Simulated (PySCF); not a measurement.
# CH3BCl2OSi: the cost of one run

Programs: PySCF 2.14.0, with density-fitted response routines of our own. Each step states its level of theory. These are calculated values for one molecule in the gas phase, unless marked as measured. Atoms count from 0, in the outputs and in this text.

## (1) The starting structure

9 atoms, charge 0, multiplicity 1; geometry from: GFN2-xTB. The atoms were then displaced at random by about 0.01 Å, so the start is not that level's minimum.

Bonds of the start (Å): O0–C1 1.19, C1–Si2 1.92, Si2–B3 2.03, B3–Cl4 1.70, B3–Cl5 1.70, C1–H6 1.10, Si2–H7 1.47, Si2–H8 1.45.

## (2) Optimising the geometry at PBE0-D3(BJ)/def2-SVP

What the job is given:

```
{"job": {"xc": "PBE0", "basis": "def2-SVP", "d3": "d3bj", "grid": 1, "shake": 0.01, "kind": "geom"}, "charge": 0, "multiplicity": 1}
O     -1.446820     1.177810    -1.159950
C     -1.579450     0.326150    -0.345280
Si    -0.099080    -0.545050     0.513890
B      1.657370     0.203630    -0.183210
Cl     2.313390     1.622900     0.472660
Cl     2.440110    -0.520960    -1.508830
H     -2.577470    -0.012850    -0.043980
H     -0.327690    -0.307730     1.943470
H     -0.322540    -1.961060     0.277490
```

On the command line:

```
$ OMP_NUM_THREADS=1 python probes_run.py task.json out
```

This one command runs all jobs of the session in turn.

Q: Estimate the wall time and peak memory of this first job on 1 thread of Arm Neoverse V1, shared host.

About 34 s, with a peak of 0.45 GiB.
